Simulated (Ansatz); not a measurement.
# HF/STO-3G run of SiN2H6 (SMILES NN[SiH3])

What is the electronic atomisation energy of SiN2H6 at HF/STO-3G? 

The results are computed with Ansatz 0.2.0.

38 further runs of the same task are left out: 38 set aside as unsound or not needed.

**1. The structure to begin with**

SiN2H6: 9 atoms, total charge 0, spin state singlet. SMILES: `NN[SiH3]`. The shape is that of a PBE0-D4/def2-TZVP optimisation. This is one conformer, not always the lowest.

Bond lengths: N1–N2 1.407 Å, N2–Si3 1.714 Å, N1–H4 1.014 Å, N1–H5 1.013 Å, N2–H6 1.005 Å, Si3–H7 1.494 Å, Si3–H8 1.491 Å, Si3–H9 1.486 Å. Some angles: N1–N2–Si3 123.5°, N1–N2–H6 112.1°, Si3–N2–H6 123.5°, N2–N1–H4 110.8°, N2–N1–H5 110.1°, N2–Si3–H7 112.3°, N2–Si3–H8 110.9°, N2–Si3–H9 107.1°, H4–N1–H5 108.5°, H7–Si3–H8 106.4°.

**2. A single-point energy at HF/STO-3G**

Input file molecule.yaml:

```yaml
crystal:
  periodic: [false, false, false]
  atoms:
    - symbol: N
      position_ang: [-0.558800, 0.925000, -1.203100]
    - symbol: "N"
      position_ang: [-0.285500, 0.708200, 0.159700]
    - symbol: Si
      position_ang: [0.408400, -0.736600, 0.767500]
    - symbol: H
      position_ang: [0.267900, 0.761300, -1.767500]
    - symbol: H
      position_ang: [-1.290500, 0.297600, -1.515600]
    - symbol: H
      position_ang: [-0.377500, 1.549300, 0.701800]
    - symbol: H
      position_ang: [1.729200, -1.040000, 0.139600]
    - symbol: H
      position_ang: [-0.469800, -1.907300, 0.484500]
    - symbol: H
      position_ang: [0.576500, -0.557300, 2.233000]
basis:
  gaussian: {orbitals: STO-3G}
total_charge: 0
hamiltonian: {xc: hf}
accuracy: high
output: {orbitals: {seedname: orbitals}}
```

On the command line:

```
$ ansatz run molecule.yaml --threads 1 --pin off --max-ram 3480MiB --events-out events.jsonl --progress --plain --runs-dir runs
```

Output:

```text
Warning: RAYON_NUM_THREADS=1 ignored (pool sized by the plan → 1); use --threads N
Functional definition: HF
  name "HF"
  exchange = exact_x
  correlation = 0
482 factors; integrals over basis functions are off by at most 1.6e-8 eV
mean field evaluation 1: about -10789.4014 eV, gradient 1.3e1 eV
mean field evaluation 2: about -10789.5396 eV, gradient 1.3e1 eV
mean field evaluation 4: about -10790.1738 eV, gradient 8.6e-1 eV
mean field evaluation 8: about -10790.1780 eV, gradient 2.0e-6 eV
mean field -10790.17803760 eV, -396.5317290363 hartree, gradient 1.5e-8 eV, S^2 0.000000; 0 other end points of the search recorded, 0 dependent functions left out
reference -10790.17803760 eV, -396.5317290363 hartree; 17, 17 occupied and 8, 8 virtual orbitals, 482 factors
Total energy: -10790.17803760 eV, -396.5317290363 hartree
```

It took 0.16 s on 1 thread of Arm Neoverse V2, shared host.

**3. The H atom, same level**

Input file job.yaml:

```yaml
crystal:
  periodic: [false, false, false]
  atoms:
    - symbol: H
      position_ang: [0.000000, 0.000000, 0.000000]
basis:
  gaussian:
    orbitals: STO-3G
total_charge: 0
magnetization:
  spin_polarized: true
  initial_magnetization: 1
hamiltonian:
  xc: hf
accuracy: high
```

On the command line:

```
$ ansatz run job.yaml --threads 1 --pin off --max-ram 3480MiB --events-out events.jsonl --progress --plain --runs-dir runs
```

Output:

```text
Warning: RAYON_NUM_THREADS=1 ignored (pool sized by the plan → 1); use --threads N
[... 4 set-up lines as earlier in the session ...]
1 factors; integrals over basis functions are off by at most 4.6e-10 eV
mean field evaluation 1: about -12.6963 eV, gradient 0.0e0 eV
mean field evaluation 2: about -12.6963 eV, gradient 0.0e0 eV
mean field -12.69633895 eV, -0.4665818504 hartree, gradient 0.0e0 eV, S^2 0.750000; 0 other end points of the search recorded, 0 dependent functions left out
reference -12.69633895 eV, -0.4665818504 hartree; 1, 0 occupied and 0, 1 virtual orbitals, 1 factors
Total energy: -12.69633895 eV, -0.4665818504 hartree
```

It took 0.02 s on 1 thread of Arm Neoverse V2, shared host.

**4. The N atom at the same level**

Input file run.yaml:

```yaml
crystal:
  periodic: [false, false, false]
  atoms:
    - {symbol: "N", position_ang: [0.000000, 0.000000, 0.000000]}
basis:
  gaussian:
    orbitals: STO-3G
magnetization:
  spin_polarized: true
  initial_magnetization: 3
hamiltonian:
  xc: hf
accuracy: high
```

On the command line:

```
$ ansatz run run.yaml --threads 1 --pin off --max-ram 3480MiB --events-out events.jsonl --progress --plain --runs-dir runs
```

Output:

```text
Warning: RAYON_NUM_THREADS=1 ignored (pool sized by the plan → 1); use --threads N
[... 4 set-up lines as earlier in the session ...]
15 factors; integrals over basis functions are off by at most 1.1e-9 eV
mean field evaluation 1: about -1461.7687 eV, gradient 1.8e-14 eV
mean field evaluation 2: about -1461.7687 eV, gradient 0.0e0 eV
mean field -1461.76873496 eV, -53.7190101874 hartree, gradient 0.0e0 eV, S^2 3.750000; 0 other end points of the search recorded, 0 dependent functions left out
reference -1461.76873496 eV, -53.7190101874 hartree; 5, 2 occupied and 0, 3 virtual orbitals, 15 factors
Total energy: -1461.76873496 eV, -53.7190101874 hartree
```

Run time: 0.04 s. Hardware: 1 thread of Arm Neoverse V2, shared host.

**5. The Si atom at the same level**

Input file input.yaml:

```yaml
crystal:
  periodic: [false, false, false]
  atoms:
    - {symbol: Si, position_ang: [0.000000, 0.000000, 0.000000]}
basis:
  gaussian:
    orbitals: STO-3G
total_charge: 0
accuracy: high
hamiltonian:
  xc: hf
magnetization:
  spin_polarized: true
  initial_magnetization: 2
```

Run the same way, it converges to -285.46622 Eh (log not shown).

**6. Outcome**

At HF/STO-3G:

```
                     quantity          value
       molecule: total energy  -396.53173 Eh
        molecule: HOMO energy       -7.83 eV
        molecule: LUMO energy       13.39 eV
      molecule: HOMO–LUMO gap       21.21 eV
         H atom: total energy    -0.46658 Eh
                 H atom: ⟨S²⟩          0.750
         N atom: total energy   -53.71901 Eh
                 N atom: ⟨S²⟩          3.750
        Si atom: total energy  -285.46622 Eh
                Si atom: ⟨S²⟩          2.000
electronic atomisation energy      22.531 eV
```

In words: Taking the molecule apart into free atoms costs 22.53 eV (2174 kJ/mol), before zero-point energy and without spin-orbit coupling. Hartree–Fock lacks the correlation of the bonding pairs, which as a rule makes this value much too low; in minimal bases other errors can mask that. In a minimal basis such a difference can be off by several eV, whatever the method.
